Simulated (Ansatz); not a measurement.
**C₂H₆BNSe: basis-set convergence**

How large a basis does C₂H₆BNSe need? Two functionals are run in growing sets.

Method: one geometry, several basis sets; program: Ansatz 0.2.0, Gaussian basis.

Plan: PBE0-D4/def2-SVP; ωB97M-V/def2-SVP; PBE0-D4/def2-QZVPP; ωB97M-V/def2-QZVPP; the functionals' def2-TZVPP values are taken from earlier runs.

### Step 1. The relaxed structure

All runs share one geometry, relaxed beforehand with PBE0-D4 in a triple-zeta def2 set.

11 atoms, charge 0, spin multiplicity 1.

Atoms are counted from 1 here; the program's logs count them from 0.

Bond lengths: C1–B2 1.576 Å, C1–H6 1.093 Å, C1–H7 1.098 Å, C1–H8 1.092 Å, B2–C3 1.534 Å, B2–H9 1.200 Å, C3–N4 1.308 Å, C3–Se5 1.808 Å, N4–H10 1.007 Å, N4–H11 1.010 Å. Angles: B2–C1–H6 111.4°, B2–C1–H7 108.8°, B2–C1–H8 113.8°, H6–C1–H7 106.2°, H6–C1–H8 108.5°, H7–C1–H8 107.8°, C1–B2–C3 122.1°, C1–B2–H9 120.9°, C3–B2–H9 116.0°, B2–C3–N4 140.4°, B2–C3–Se5 89.4°, N4–C3–Se5 130.1°, C3–N4–H10 120.7°, C3–N4–H11 121.1°, H10–N4–H11 118.2°.

Geometry (Å):

```
C    -1.2845    0.7544    0.8051
B     0.1682    0.7744    0.1956
C     0.6962   -0.3625   -0.6886
N     1.2158   -1.5590   -0.5892
Se    0.2897    0.6134   -2.1549
H    -1.7341    1.7502    0.7973
H    -1.2209    0.4554    1.8600
H    -1.9647    0.0638    0.3022
H     0.9829    1.5718    0.5700
H     1.3841   -1.9733    0.3135
H     1.4673   -2.0886   -1.4111
```

### Step 2. PBE0-D4 in def2-SVP

in.yaml reads:

```yaml
crystal:
  periodic: [false, false, false]
  atoms:
    - {symbol: C, position_ang: [-1.284540, 0.754372, 0.805116]}
    - {symbol: B, position_ang: [0.168216, 0.774374, 0.195619]}
    - {symbol: C, position_ang: [0.696173, -0.362484, -0.688600]}
    - {symbol: N, position_ang: [1.215841, -1.558966, -0.589233]}
    - {symbol: Se, position_ang: [0.289695, 0.613394, -2.154892]}
    - {symbol: H, position_ang: [-1.734059, 1.750198, 0.797302]}
    - {symbol: H, position_ang: [-1.220921, 0.455447, 1.860000]}
    - {symbol: H, position_ang: [-1.964742, 0.063772, 0.302226]}
    - {symbol: H, position_ang: [0.982916, 1.571802, 0.570035]}
    - {symbol: H, position_ang: [1.384141, -1.973289, 0.313522]}
    - {symbol: H, position_ang: [1.467278, -2.088630, -1.411096]}
basis:
  gaussian: {orbitals: def2-SVP}
hamiltonian: {xc: pbe0, dispersion: d4}
output: {orbitals: {seedname: orbitals}}
```

The run is started by

```bash
ansatz run in.yaml --threads 4 --pin off --events-out ev --progress --plain --max-ram 10444MiB
```

The runs that follow: ωB97M-V in def2-SVP; PBE0-D4 in def2-QZVPP; ωB97M-V in def2-QZVPP.

Before running them: what should the planned runs give, taken together? Wanted: PBE0-D4: double and triple zeta above quadruple; ωB97M-V: double and triple zeta above quadruple.

**Answer**, as computed:

| quantity | value |
| --- | --- |
| PBE0-D4: double and triple zeta above quadruple | 14.39, 1.62 eV |
| ωB97M-V: double and triple zeta above quadruple | 14.54, 1.56 eV |

PBE0-D4 gains 12.77 eV from double to triple zeta, then 1.62 eV more. These are total energies; as a rule much of such shifts cancels in differences, which this series doesn't test.
